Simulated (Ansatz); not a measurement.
# LuBeSi4: the cost of one run

Method: DFT PBE, scalar-relativistic, plane waves, PAW, in Ansatz 0.2.0.

1 further run of the same task is left out (set aside as unsound or not needed).

## 1. The structure to begin with

It takes space group F-43m (No. 216, cubic). The conventional cell has a = 7.153 Å, b = 7.153 Å, c = 7.153 Å, α = 90.00°, β = 90.00°, γ = 90.00°. Lu (site symmetry -43m) has 12 Si at 2.97 Å and 4 Be at 3.10 Å as nearest neighbours. Be (site symmetry -43m) is surrounded by 12 Si at 2.96 Å and 4 Lu at 3.10 Å. Si (site symmetry 3m) has 6 Si at 2.51 to 2.55 Å and 3 Be at 2.96 Å and 3 Lu at 2.97 Å as nearest neighbours.

Coordinates:

```cif
data_structure
_symmetry_space_group_name_H-M 'F-43m'
_symmetry_Int_Tables_number 216
_cell_length_a 7.1531
_cell_length_b 7.1531
_cell_length_c 7.1531
_cell_angle_alpha 90.000
_cell_angle_beta 90.000
_cell_angle_gamma 90.000
_cell_volume 366.00
loop_
_atom_site_label
_atom_site_type_symbol
_atom_site_symmetry_multiplicity
_atom_site_Wyckoff_symbol
_atom_site_fract_x
_atom_site_fract_y
_atom_site_fract_z
_atom_site_occupancy
Lu1 Lu 4 a 0.00000 0.00000 0.00000 1
Be1 Be 4 c 0.25000 0.25000 0.25000 1
Si1 Si 16 e 0.87606 0.37606 0.12394 1
```

The cell was relaxed beforehand at this level, from a database cell with other species swapped in; it needn't be the stable form of this composition. At a tolerance of 0.05 Å it has space group F-43m (No. 216); it has 15.25 Å³/atom, an uncorrected energy of +0.12 eV/atom over the elements.

## 2. Bands, states and charges

input.yaml reads:

```yaml
crystal:
  lattice:
    - [0.0, 3.5765314533, 3.5765314533]
    - [3.5765314533, 0.0, 3.5765314533]
    - [3.5765314533, 3.5765314533, 0.0]
  atoms:
    - { symbol: Lu, position: [0.0, 0.0, 0.0] }
    - { symbol: Be, position: [0.75, 0.75, 0.75] }
    - { symbol: Si, position: [0.8718251487, 0.3760582838, 0.3760582838] }
    - { symbol: Si, position: [0.3760582838, 0.3760582838, 0.3760582838] }
    - { symbol: Si, position: [0.3760582838, 0.8718251487, 0.3760582838] }
    - { symbol: Si, position: [0.3760582838, 0.3760582838, 0.8718251487] }
basis:
  ecutwfc: 420
kpoints:
  mp_grid: { grid: [10, 10, 10] }
  band_path:
    path:
      - [[0.0, 0.0, 0.0], [-0.5, -0.5, 0.0], [-0.375, -0.375, 0.25]]
      - [[-0.375, 0.0, 0.375], [0.0, 0.0, 0.0], [0.0, 0.0, 0.5], [-0.5, -0.25, 0.25], [-0.5, -0.5, 0.0]]
    npoints: 14
hamiltonian:
  xc: pbe
scf:
  occupations: { method: gaussian, width: 0.1 }
  n_extra_bands: 15
output:
  forces: true
  stress: true
  eigenvalues: true
  populations: true
  dos: { projected: true, de: 0.02, nscf_kmesh: { grid: [12, 12, 12] } }
  bader: true
  write_density: true
  write_potential: true
  elf: true
  volumetric_format: npy
```

Launch:

```sh
$ ansatz run input.yaml --threads 1 --pin off --max-ram 2560MiB --backend cpu --events-out ev --progress --plain --runs-dir out
```

Q: Estimate wall time and peak memory on 1 thread of Intel Xeon 6975P-C (Granite Rapids), shared host.

About 50 s, with a peak of 0.54 GiB.
